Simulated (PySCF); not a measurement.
# Pb3 (Pb3): the cost of one run

Program: PySCF 2.14.0. Level of theory: r2SCAN, Pb def2-SVP with ECP60; scalar-relativistic core potentials, no spin–orbit coupling. These are calculated values, not measurements.

1 further run of the same task is left out (for a known fault of the program).

### 1 Where the work starts

3 atoms, charge 0, spin multiplicity 1.

Bond lengths: Pb1–Pb2 3.048 Å, Pb1–Pb3 3.048 Å, Pb2–Pb3 3.048 Å. Angles: Pb2–Pb1–Pb3 60.0°, Pb1–Pb2–Pb3 60.0°, Pb1–Pb3–Pb2 60.0°.

As a file:

```xyz
3

Pb    1.7598    0.0000    0.0000
Pb   -0.8799    1.5241    0.0000
Pb   -0.8799   -1.5241    0.0000
```

### 2 SCF at the start, singlet

File run.py (the lines that set the calculation):

```python
mol = gto.M(atom='''
Pb     1.75980     0.00000     0.00000
Pb    -0.87990     1.52410     0.00000
Pb    -0.87990    -1.52410     0.00000''',
    basis={'Pb': 'def2-SVP'},
    ecp={'Pb': 'def2-SVP'},
    charge=0, spin=0)
mf = dft.RKS(mol, xc='R2SCAN')
mf.grids.atom_grid = (50, 194)
mf = mf.density_fit()  # fitting sets: Pb def2-universal-JKFIT
mf.conv_tol = 1e-08; mf.max_cycle = 55
mf.kernel(dm0)  # dm0: free metal ions and neutral atoms
```

The run is started by

```console
> OMP_NUM_THREADS=2 python run.py
```

What time and memory should one allow on 2 threads of Intel Xeon at 2.50GHz (Skylake/Cascade Lake), shared host?

About 5 min, with a peak of 0.37 GiB.
